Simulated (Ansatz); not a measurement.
Task: a rigid scan of one bond angle of CH₄BFO, SMILES OCBF, with Ansatz 0.2.0, Python API. Give the script and its output. Use (for the species named): B3LYP, def2-SVP basis, multiplicity 1.

```yaml
atoms:
  - { symbol: O, position_ang: [-1.1698, 0.6830, -0.1445] }
  - { symbol: C, position_ang: [0.1412, 0.4468, -0.0086] }
  - { symbol: B, position_ang: [0.3321, -1.1195, 0.0679] }
  - { symbol: F, position_ang: [-0.6842, -2.0174, 0.0045] }
  - { symbol: H, position_ang: [-1.2902, 1.7092, -0.2238] }
  - { symbol: H, position_ang: [0.5299, 0.9338, 0.9228] }
  - { symbol: H, position_ang: [0.7378, 0.8427, -0.8771] }
  - { symbol: H, position_ang: [1.4954, -1.5358, 0.2031] }
```

The script, `bend.py`:
```python
import ansatz
from ase import Atoms

atoms = Atoms(["O", "C", "B", "F", "H", "H", "H", "H"], positions=[
    (-1.1698, 0.683, -0.1445),
    (0.1412, 0.4468, -0.0086),
    (0.3321, -1.1195, 0.0679),
    (-0.6842, -2.0174, 0.0045),
    (-1.2902, 1.7092, -0.2238),
    (0.5299, 0.9338, 0.9228),
    (0.7378, 0.8427, -0.8771),
    (1.4954, -1.5358, 0.2031),
])

first = (
    ansatz.Crystal.molecule_from_ase(atoms).calculation()
    .basis(gaussian="def2-SVP")
    .functional("b3lyp")
    .relax(force_tolerance=0.02, max_steps=80)
)
atoms.positions = first.run().report["positions_ang"]

rows = []
for angle in [85, 95, 105, 115, 125, 140, 160]:
    bent = atoms.copy()
    bent.set_angle(1, 0, 4, angle, indices=[4])
    calculation = (
        ansatz.Crystal.molecule_from_ase(bent).calculation()
        .basis(gaussian="def2-SVP")
        .functional("b3lyp")
    )
    rows.append((angle, calculation.run().report["free_energy_ev"]))
floor = min(e for _, e in rows)
for angle, e in rows:
    print(f"angle C1-O0-H4 = {angle:3d} deg   {1000 * (e - floor):9.1f} meV")
```

```console
$ python bend.py
angle C1-O0-H4 =  85 deg       476.9 meV
angle C1-O0-H4 =  95 deg       144.5 meV
angle C1-O0-H4 = 105 deg         0.0 meV
angle C1-O0-H4 = 115 deg        15.7 meV
angle C1-O0-H4 = 125 deg       159.2 meV
angle C1-O0-H4 = 140 deg       532.1 meV
angle C1-O0-H4 = 160 deg      1082.9 meV
```

The scan is rigid, and the energies are electronic, in a modest basis. The zero is the lowest point of the grid, which needn't be the minimum. b3lyp holds the VWN-RPA fit, as in Gaussian; the form of ORCA and Turbomole is b3lyp5. The whole script took 12 s on 1 thread of AMD EPYC 9R45 (Zen 5), with other jobs on the host, peak memory 0.22 GiB.
